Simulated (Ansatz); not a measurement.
# FH2SeSn radical: basis-set convergence

One table from this session's results is given with a row withheld; the runs are named, their logs left out.

Computed with Ansatz 0.2.0, Gaussian basis. Level: one geometry, several basis sets.

Levels to be run: PBE0-D4/def2-SVP; ωB97M-V/def2-SVP; PBE0-D4/def2-QZVPP; ωB97M-V/def2-QZVPP; the functionals' def2-TZVPP values are taken from earlier runs.

## Structure used throughout

An earlier PBE0-D4 in a triple-zeta def2 set relaxation fixed the geometry. Sn takes the def2 core potential; no spin-orbit term is included.

5 atoms, charge 0, spin multiplicity 2.

Atoms are counted from 1 here; the program's logs count them from 0.

Bond lengths: F1–Sn2 1.934 Å, Sn2–Se3 2.544 Å, Sn2–H4 1.740 Å, Se3–H5 1.469 Å. Angles: F1–Sn2–Se3 104.8°, F1–Sn2–H4 104.2°, Se3–Sn2–H4 108.9°, Sn2–Se3–H5 90.1°.

Set-up of the first run:

The input, in.yaml:

```yaml
crystal:
  periodic: [false, false, false]
  atoms:
    - {symbol: F, position_ang: [-1.147652, -0.583685, 1.395437]}
    - {symbol: Sn, position_ang: [-0.827205, -0.081452, -0.444933]}
    - {symbol: Se, position_ang: [1.576251, 0.750718, -0.480974]}
    - {symbol: H, position_ang: [-0.915955, -1.582802, -1.319064]}
    - {symbol: H, position_ang: [1.364562, 1.423421, 0.808234]}
basis:
  gaussian: {orbitals: def2-SVP}
magnetization: {spin_polarized: true, initial_magnetization: 1}
hamiltonian: {xc: pbe0, dispersion: d4}
output: {orbitals: {seedname: orbitals}}
```

Command:

```sh
ansatz run in.yaml --threads 2 --pin off --events-out ev --progress --plain --max-ram 22528MiB --backend cpu
```

Steps of the session up to this table: PBE0-D4 in def2-SVP; ωB97M-V in def2-SVP; PBE0-D4 in def2-QZVPP; ωB97M-V in def2-QZVPP.

One table of the session follows, with a row left open; its other results are not shown here.

It belongs to the step «Density functionals: the series». 

| functional | basis | HOMO (eV) | LUMO (eV) |
| --- | --- | --- | --- |
| PBE0-D4 | def2-SVP | -6.52 | -3.83 |
| PBE0-D4 | def2-TZVPP | -6.65 | -3.93 |
| PBE0-D4 | def2-QZVPP | -6.66 | -3.95 |
| ωB97M-V | def2-SVP | ? | ? |
| ωB97M-V | def2-TZVPP | -8.62 | -2.23 |
| ωB97M-V | def2-QZVPP | -8.64 | -2.27 |

Estimate the missing values for ωB97M-V, def2-SVP.

The run gave: HOMO (eV): -8.47; LUMO (eV): -2.06. In the column «HOMO (eV)» it lies between ωB97M-V, def2-TZVPP (-8.62) and PBE0-D4, def2-QZVPP (-6.66).
